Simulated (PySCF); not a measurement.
# C3H10N2Si: runs on many settings, part 2 of 2

PySCF 2.14.0. Atoms count from 0. The steps go on from the part before.

### 4 Nuclear shieldings: PBE0/6-31G

The job: settings as JSON, then the geometry in Å.

```
{"job": {"kind": "nmr", "xc": "PBE0", "basis": "6-31G", "pop": false, "scf": {"guess": "sap"}}, "charge": 0, "multiplicity": 1}
C      2.399841     0.296122    -0.327316
Si     0.740315    -0.610328    -0.248562
N     -0.080414    -0.243104     1.223015
C     -1.502916    -0.138829     0.984552
C     -1.648479     0.491053    -0.399499
N     -0.580412    -0.057273    -1.206313
H      2.312295     1.353965    -0.101961
H      2.827201     0.198470    -1.319180
H      3.106166    -0.136408     0.372104
H      0.920063    -2.038469    -0.569275
H      0.149536    -0.668547     2.105526
H     -1.988356    -1.124514     0.989578
H     -1.975447     0.483400     1.750705
H     -2.622638     0.246681    -0.836843
H     -1.573489     1.583917    -0.317486
H     -0.490865     0.372809    -2.110456
```

Method: GIAO PBE0/6-31G NMR shielding, non-relativistic, gas phase.

The program printed:

```text
final grid: 121256 points
cycle   1  E = -511.3818487474  dE =  4.718e+00  |g| = 4.673e+00  |ddm| = 2.179e+01
cycle   2  E = -488.1973484085  dE =  2.318e+01  |g| = 7.780e+00  |ddm| = 2.322e+01
cycle   3  E = -507.9023274130  dE = -1.970e+01  |g| = 4.847e+00  |ddm| = 1.292e+01
cycle   4  E = -518.7485629626  dE = -1.085e+01  |g| = 5.483e-01  |ddm| = 9.625e+00
cycle   5  E = -518.8205734753  dE = -7.201e-02  |g| = 3.165e-01  |ddm| = 1.081e+00
cycle   6  E = -518.8445259949  dE = -2.395e-02  |g| = 9.808e-02  |ddm| = 3.370e-01
cycle   7  E = -518.8465877115  dE = -2.062e-03  |g| = 4.961e-02  |ddm| = 1.057e-01
cycle   8  E = -518.8472571647  dE = -6.695e-04  |g| = 1.012e-02  |ddm| = 6.998e-02
cycle   9  E = -518.8472826135  dE = -2.545e-05  |g| = 4.575e-03  |ddm| = 1.533e-02
cycle  10  E = -518.8472875406  dE = -4.927e-06  |g| = 8.936e-04  |ddm| = 5.554e-03
cycle  11  E = -518.8472877104  dE = -1.698e-07  |g| = 3.939e-04  |ddm| = 1.449e-03
cycle  12  E = -518.8472877462  dE = -3.584e-08  |g| = 5.365e-05  |ddm| = 4.408e-04
cycle  13  E = -518.8472877471  dE = -8.622e-10  |g| = 1.258e-05  |ddm| = 1.069e-04
converged SCF energy = -518.8472877471

GIAO shielding tensors (ppm)
atom      isotropic    diamagn.    paramagn.     s11        s22        s33       span
  0 C      199.201     252.825     -53.625    190.702    196.314    210.586     19.884
  1 Si     433.719     879.162    -445.443    388.547    443.757    468.853     80.306
  2 N      249.902     322.981     -73.079    209.323    246.177    294.205     84.882
  3 C      157.052     239.338     -82.286    136.477    153.815    180.864     44.388
  4 C      157.239     238.212     -80.973    140.051    152.792    178.872     38.821
  5 N      257.385     326.040     -68.655    208.700    250.691    312.764    104.064
  6 H       32.806      30.519       2.286     27.660     30.628     40.129     12.469
  7 H       33.028      30.213       2.816     28.326     30.228     40.531     12.205
  8 H       32.831      30.176       2.655     28.158     30.334     40.000     11.841
  9 H       27.446      29.516      -2.070     22.618     24.689     35.030     12.412
 10 H       33.705      32.397       1.308     23.809     30.788     46.518     22.709
 11 H       29.727      28.762       0.965     23.920     27.489     37.771     13.852
 12 H       29.749      28.986       0.763     24.763     27.442     37.042     12.280
 13 H       29.751      28.994       0.757     24.557     27.482     37.213     12.656
 14 H       29.653      28.500       1.153     23.948     27.367     37.643     13.695
 15 H       33.813      32.653       1.160     23.273     30.889     47.277     24.003
```

Wall time 34 s (1 thread of Intel Xeon at 2.50GHz, shared host).

In short: δ C3 44.6, C0 2.5, Si1 8.2, N2 9.6, H9 5.62, H12 3.37 ppm (means over like atoms).

### 5 Shielding tensors: HSE06/pcSseg-1

The job, as its differences from that of step 4:

```diff
@@ -1,2 +1,2 @@
-{"job": {"kind": "nmr", "xc": "PBE0", "basis": "6-31G", "pop": false, "scf": {"guess": "sap"}}, "charge": 0, "multiplicity": 1}
+{"job": {"kind": "nmr", "xc": "HSE06", "basis": "pcSseg-1", "pop": false}, "charge": 0, "multiplicity": 1}
 C      2.399841     0.296122    -0.327316
```

Method: GIAO HSE06/pcSseg-1 NMR shielding, non-relativistic, gas phase.

The program printed:

```text
coarse grid: 13208 points
cycle   1  E = -518.8616783368  dE =  6.616e-01  |g| = 5.919e-01  |ddm| = 3.552e+00
cycle   2  E = -518.7944925094  dE =  6.719e-02  |g| = 8.056e-01  |ddm| = 1.341e+00
cycle   3  E = -518.9423457100  dE = -1.479e-01  |g| = 7.655e-02  |ddm| = 8.833e-01
cycle   4  E = -518.9434057509  dE = -1.060e-03  |g| = 3.176e-02  |ddm| = 8.801e-02
cycle   5  E = -518.9436487503  dE = -2.430e-04  |g| = 5.251e-03  |ddm| = 3.056e-02
cycle   6  E = -518.9436550202  dE = -6.270e-06  |g| = 8.300e-04  |ddm| = 6.163e-03
final grid: 121256 points
cycle   7  E = -518.9793694138  dE = -3.400e-05  |g| = 8.140e-03  |ddm| = 2.510e-02
cycle   8  E = -518.9793567336  dE =  1.268e-05  |g| = 1.091e-02  |ddm| = 1.713e-02
cycle   9  E = -518.9793839647  dE = -2.723e-05  |g| = 9.001e-04  |ddm| = 1.025e-02
cycle  10  E = -518.9793840973  dE = -1.326e-07  |g| = 3.149e-04  |ddm| = 9.450e-04
cycle  11  E = -518.9793841194  dE = -2.213e-08  |g| = 3.108e-05  |ddm| = 2.641e-04
cycle  12  E = -518.9793841197  dE = -2.083e-10  |g| = 7.110e-06  |ddm| = 3.810e-05
converged SCF energy = -518.9793841197

GIAO shielding tensors (ppm)
atom      isotropic    diamagn.    paramagn.     s11        s22        s33       span
  0 C      184.612     255.213     -70.602    175.111    181.933    196.791     21.680
  1 Si     356.121     880.882    -524.761    311.625    371.344    385.394     73.770
  2 N      233.421     322.533     -89.112    196.171    231.846    272.246     76.075
  3 C      138.691     243.736    -105.045    119.311    133.915    162.849     43.538
  4 C      138.746     243.285    -104.539    121.554    133.697    160.987     39.432
  5 N      240.912     324.236     -83.324    194.506    237.754    290.478     95.972
  6 H       31.693      32.068      -0.375     27.319     29.553     38.207     10.887
  7 H       31.766      30.240       1.526     27.659     29.137     38.502     10.843
  8 H       31.621      30.183       1.438     27.550     29.145     38.169     10.619
  9 H       26.342      29.884      -3.542     22.244     24.226     32.555     10.311
 10 H       31.500      32.654      -1.154     22.831     28.845     42.825     19.994
 11 H       28.334      29.075      -0.741     22.854     26.184     35.964     13.110
 12 H       28.342      28.514      -0.171     23.714     26.229     35.084     11.370
 13 H       28.384      28.062       0.322     23.585     26.276     35.291     11.706
 14 H       28.274      29.934      -1.660     23.011     26.063     35.749     12.738
 15 H       31.759      33.216      -1.456     22.723     29.096     43.459     20.736
```

It took 2.6 min on 1 thread of Intel Xeon at 2.50GHz, shared host; peak memory 0.85 GiB.

Key values: δ C3 47.5, C0 1.6, Si1 -9.7, N2 30.1, H9 5.38, H12 3.41 ppm (means over like atoms).

### 6 NMR shieldings: PBE0/6-31++G** in chloroform

The job, as its differences from that of step 5:

```diff
@@ -1,2 +1,2 @@
-{"job": {"kind": "nmr", "xc": "HSE06", "basis": "pcSseg-1", "pop": false}, "charge": 0, "multiplicity": 1}
+{"job": {"kind": "nmr", "xc": "PBE0", "basis": "6-31++G**", "solvent": "chloroform", "pop": true, "scf": {"conv": 1e-11}}, "charge": 0, "multiplicity": 1}
 C      2.399841     0.296122    -0.327316
```

Method: GIAO PBE0/6-31++G** NMR shielding, non-relativistic, IEF-PCM chloroform.

The program printed:

```text
final grid: 121256 points
cycle   1  E = -518.9200487448  dE =  6.799e-01  |g| = 5.369e-01  |ddm| = 4.104e+00
cycle   2  E = -518.8758062542  dE =  4.424e-02  |g| = 6.946e-01  |ddm| = 2.239e+00
cycle   3  E = -518.9890729979  dE = -1.133e-01  |g| = 6.792e-02  |ddm| = 1.400e+00
cycle   4  E = -518.9899627783  dE = -8.898e-04  |g| = 2.751e-02  |ddm| = 1.236e-01
cycle   5  E = -518.9901549961  dE = -1.922e-04  |g| = 3.350e-03  |ddm| = 4.204e-02
cycle   6  E = -518.9901577981  dE = -2.802e-06  |g| = 4.789e-04  |ddm| = 9.255e-03
cycle   7  E = -518.9901578486  dE = -5.056e-08  |g| = 2.290e-04  |ddm| = 1.491e-03
cycle   8  E = -518.9901578604  dE = -1.174e-08  |g| = 7.009e-05  |ddm| = 4.575e-04
cycle   9  E = -518.9901578615  dE = -1.092e-09  |g| = 1.837e-05  |ddm| = 1.705e-04
cycle  10  E = -518.9901578615  dE = -8.572e-11  |g| = 4.100e-06  |ddm| = 4.795e-05
cycle  11  E = -518.9901578616  dE = -5.457e-12  |g| = 1.753e-06  |ddm| = 1.224e-05
converged SCF energy = -518.9901578616

GIAO shielding tensors (ppm)
atom      isotropic    diamagn.    paramagn.     s11        s22        s33       span
  0 C      196.993     256.934     -59.941    187.848    194.358    208.775     20.927
  1 Si     408.271     870.218    -461.948    366.979    422.599    435.234     68.255
  2 N      242.331     325.638     -83.307    213.415    242.717    270.862     57.448
  3 C      153.325     243.065     -89.740    134.460    148.943    176.570     42.110
  4 C      153.167     242.088     -88.921    136.483    148.405    174.612     38.129
  5 N      249.741     329.984     -80.243    212.075    249.818    287.330     75.255
  6 H       31.809      32.045      -0.236     27.395     29.817     38.215     10.820
  7 H       31.795      30.409       1.386     27.457     29.172     38.757     11.300
  8 H       31.693      30.329       1.365     27.430     29.206     38.444     11.014
  9 H       26.390      27.469      -1.079     22.239     24.391     32.541     10.302
 10 H       30.861      31.369      -0.508     22.388     28.051     42.145     19.758
 11 H       28.374      29.529      -1.155     22.739     26.374     36.009     13.270
 12 H       28.367      29.703      -1.335     23.735     26.238     35.129     11.394
 13 H       28.443      29.981      -1.538     23.599     26.339     35.392     11.793
 14 H       28.358      29.938      -1.579     23.024     26.239     35.812     12.788
 15 H       31.169      32.414      -1.244     22.449     28.343     42.716     20.267
```

Wall time 83 s (1 thread of Intel Xeon at 2.50GHz, shared host); peak memory 0.95 GiB.

In short: σ C3 153.2, C0 197.0, Si1 408.3, N2 246.0, H9 26.39, H12 28.36 ppm (means over like atoms).

### 7 Comparing the runs: NMR shifts

Isotropic shieldings (ppm) of some atoms, chosen among heavy atoms and hydrogens apart, means over like atoms, with basis size and wall time:

```tsv
run	C3	C0	H12	H11	H10	Si1	N2	functions	time
PBE0/pcSseg-1	139.6	185.3	28.31	28.36	31.63	358.4	238.1	159	2.1 min
PBE0/6-31G	157.1	199.2	29.70	29.74	33.76	433.7	253.6	78	34 s
HSE06/pcSseg-1	138.7	184.6	28.31	28.36	31.63	356.1	237.2	159	2.6 min
PBE0/6-31++G** in chloroform	153.2	197.0	28.36	28.41	31.02	408.3	246.0	172	83 s
```

### 8 Results

This closing draws on all 2 parts.

| quantity | value |
| --- | --- |
| ¹³C shifts against TMS (PBE0/pcSseg-1, means over atoms taken as alike) | 47.4, 1.6 ppm |
| ¹H shifts against TMS (PBE0/pcSseg-1, means over atoms taken as alike) | 5.37, 3.41, 3.36, 0.09, 0.03 ppm |
| ²⁹Si shifts against TMS (PBE0/pcSseg-1) | -9.3 ppm |
| ¹⁵N shifts against NH3 (PBE0/pcSseg-1, means over atoms taken as alike) | 29.7 ppm |
| surface potential, 1st and 99th percentile | -1.40 V and 1.34 V |
| lowest singlet (PBE0/def2-SVPD) | 5.87 eV (211 nm), f = 0.004 |
| brightest single state of those computed | state 6, 6.69 eV, f = 0.061 |
| lowest triplet | 5.67 eV |
| range of the shielding of Si1 | 356.1 to 433.7 ppm |

**Reading.** Single values in the summary come from the first run of each kind that ended normally (PBE0/pcSseg-1; PBE0/def2-SVPD), which need not be the best level. At PBE0/pcSseg-1: The largest span, 86 ppm, is at N2, N5, where the paramagnetic term is -85 ppm. The first singlet state (HOMO→LUMO 0.86) lies at 5.87 eV and is weak; of the 6 states computed, the strongest absorption comes from state 6 at 6.69 eV (the last computed, so partners may be missing). The lowest triplet lies 0.20 eV below the lowest singlet (triplets in Tamm-Dancoff, singlets in full TDDFT). States above −ε(HOMO) lie where TDDFT describes them poorly and they hang on the basis; the brightest is among them. Across the 4 runs the shielding of Si1 moves most, between 356.1 (HSE06/pcSseg-1) and 433.7 ppm (PBE0/6-31G).
